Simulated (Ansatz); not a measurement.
# CHGaS+ (quartet): the correlation ladder, cc-pVDZ

The task here is to estimate one member of a computed series from the others.

Program: Ansatz 0.2.0, Gaussian basis. Level of theory: cc-pVDZ, core rule «outside noble gas», up to 20 orbitals frozen. These are calculated values, not measurements.

To be run: UHF; CCSD(T) on ROHF; CCSD(T) on UHF; BCCD(T) on ROHF; CISD; CCSDT(Q) on ROHF; CCSDT(Q) on UHF.

26 further runs of the same task are left out: 2 for a known fault of the program, 10 that didn't finish, 14 set aside as unsound or not needed.

**The geometry**

The geometry is a PBE0/def2-TZVP stationary point (not a proven minimum) of the parent state, kept for this charge and spin. No spin-orbit coupling is included. The filled d shell of Ga may be among the frozen orbitals whatever the setting's name suggests; the logs give the count.

4 atoms, charge 1, spin multiplicity 4.

Atoms are counted from 1 here; the program's logs count them from 0.

Bond lengths: Ga1–C2 1.994 Å, C2–S3 1.684 Å, S3–H4 1.353 Å. Angles: Ga1–C2–S3 163.2°, C2–S3–H4 99.1°.

The first run:

Contents of in.yaml:

```yaml
crystal:
  periodic: [false, false, false]
  atoms:
    - {symbol: Ga, position_ang: [-0.000001, -0.315610, 2.430018]}
    - {symbol: C, position_ang: [-0.000043, -0.107891, 0.446447]}
    - {symbol: S, position_ang: [0.000000, -0.424142, -1.207132]}
    - {symbol: H, position_ang: [0.000043, 0.847643, -1.669333]}
basis:
  gaussian: {orbitals: cc-pVDZ}
total_charge: 1
magnetization: {spin_polarized: true, initial_magnetization: 3}
hamiltonian: {xc: hf}
output: {orbitals: {seedname: orbitals}}
```

On the command line:

```sh
ansatz run in.yaml --threads 1 --pin off --events-out ev --progress --plain --max-ram 2393MiB
```

Steps of the session up to this table: UHF; CCSD(T) on ROHF; CCSD(T) on UHF; BCCD(T) on ROHF; CISD; CCSDT(Q) on ROHF; CCSDT(Q) on UHF.

One of the session's tables, all rows but one given; the rest of the session is left out.

| method | from UCCSDT(Q) (meV) |
| --- | --- |
| ROHF | +8420.1 |
| UHF | +8041.4 |
| RMP2 | +1314.8 |
| UMP2 | +1447.4 |
| RCCSD | +423.0 |
| UCCSD | +396.6 |
| RCCSD(T) | +88.6 |
| UCCSD(T) | ? |
| BCCD(T) | +93.4 |
| RCCSDT | +46.6 |
| UCCSDT | +32.6 |
| RCCSDT(Q) | +18.3 |
| UCCSDT(Q) | 0 |

Estimate the missing values for UCCSD(T).

As computed: from UCCSDT(Q) (meV): +85.7. In the column «from UCCSDT(Q) (meV)» it lies between RCCSDT (+46.6) and RCCSD(T) (+88.6).

Not comparable, so not listed: CISD (they don't share determinant, frozen orbitals or solution with the rows shown, or repeat one).

To keep in mind: Restricted and unrestricted rows rest on different reference determinants; where their highest levels disagree by more than a few hundredths of an eV, they describe different states and don't form one ladder.
